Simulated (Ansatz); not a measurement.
# CH9BSSi2: the cost of one run

Computed with Ansatz 0.2.0, Gaussian basis. Level: the settings change from run to run.

## Step 1: The geometry

The geometry comes from an earlier relaxation with PBE0-D4 in a triple-zeta def2 set; it is a stationary point, not always the lowest conformer.

14 atoms, charge 0, spin multiplicity 1.

Atoms are counted from 1 here; the program's logs count them from 0.

Bond lengths: B1–Si2 2.011 Å, B1–H6 1.197 Å, B1–H7 1.197 Å, Si2–C3 1.887 Å, Si2–H8 1.490 Å, Si2–H9 1.493 Å, C3–S4 1.828 Å, C3–H10 1.093 Å, C3–H11 1.093 Å, S4–Si5 2.125 Å, Si5–H12 1.486 Å, Si5–H13 1.488 Å, Si5–H14 1.483 Å. Angles: Si2–B1–H6 119.5°, Si2–B1–H7 123.5°, H6–B1–H7 117.1°, B1–Si2–C3 114.7°, B1–Si2–H8 110.4°, B1–Si2–H9 106.8°, C3–Si2–H8 108.3°, C3–Si2–H9 108.9°, H8–Si2–H9 107.6°, Si2–C3–S4 112.9°, Si2–C3–H10 111.9°, Si2–C3–H11 109.7°, S4–C3–H10 110.1°, S4–C3–H11 105.5°, H10–C3–H11 106.4°, C3–S4–Si5 100.8°, S4–Si5–H12 113.1°, S4–Si5–H13 110.0° and more.

As a file:

```xyz
14

B    -1.51690    2.19696    1.29706
Si   -1.20721    0.54542    0.19280
C     0.08539   -0.63845    0.89133
S     0.32988   -2.11986   -0.15122
Si    1.74232   -1.38691   -1.55992
H    -2.40793    2.94095    1.00676
H    -0.83652    2.50174    2.23307
H    -2.48197   -0.20508    0.01417
H    -0.76244    1.00663   -1.15599
H     1.04271   -0.14026    1.06499
H    -0.24676   -1.01635    1.86162
H     1.19155   -0.31931   -2.43484
H     2.92800   -0.83386   -0.85024
H     2.12709   -2.56073   -2.38091
```

## Step 2: wB97/aug-cc-pVDZ

This run has unrestricted orbitals.

The input, in.yaml:

```yaml
crystal:
  periodic: [false, false, false]
  atoms:
    - {symbol: B, position_ang: [-1.516896, 2.196961, 1.297064]}
    - {symbol: Si, position_ang: [-1.207212, 0.545416, 0.192799]}
    - {symbol: C, position_ang: [0.085390, -0.638451, 0.891332]}
    - {symbol: S, position_ang: [0.329877, -2.119862, -0.151224]}
    - {symbol: Si, position_ang: [1.742318, -1.386907, -1.559922]}
    - {symbol: H, position_ang: [-2.407926, 2.940954, 1.006764]}
    - {symbol: H, position_ang: [-0.836525, 2.501738, 2.233072]}
    - {symbol: H, position_ang: [-2.481969, -0.205077, 0.014166]}
    - {symbol: H, position_ang: [-0.762437, 1.006629, -1.155987]}
    - {symbol: H, position_ang: [1.042709, -0.140256, 1.064995]}
    - {symbol: H, position_ang: [-0.246762, -1.016346, 1.861622]}
    - {symbol: H, position_ang: [1.191548, -0.319310, -2.434835]}
    - {symbol: H, position_ang: [2.927996, -0.833859, -0.850236]}
    - {symbol: H, position_ang: [2.127086, -2.560731, -2.380911]}
basis:
  gaussian: {orbitals: aug-cc-pVDZ}
magnetization: {spin_polarized: true, initial_magnetization: 0}
hamiltonian: {xc: {name: wB97}}
output: {forces: true}
```

The run is started by

```bash
ansatz run in.yaml --threads 4 --pin off --events-out ev --progress --plain --max-ram 10444MiB
```

What time and memory should one allow on 4 threads of Arm Neoverse V2, shared host?

About 16 s, with a peak of 0.98 GiB.
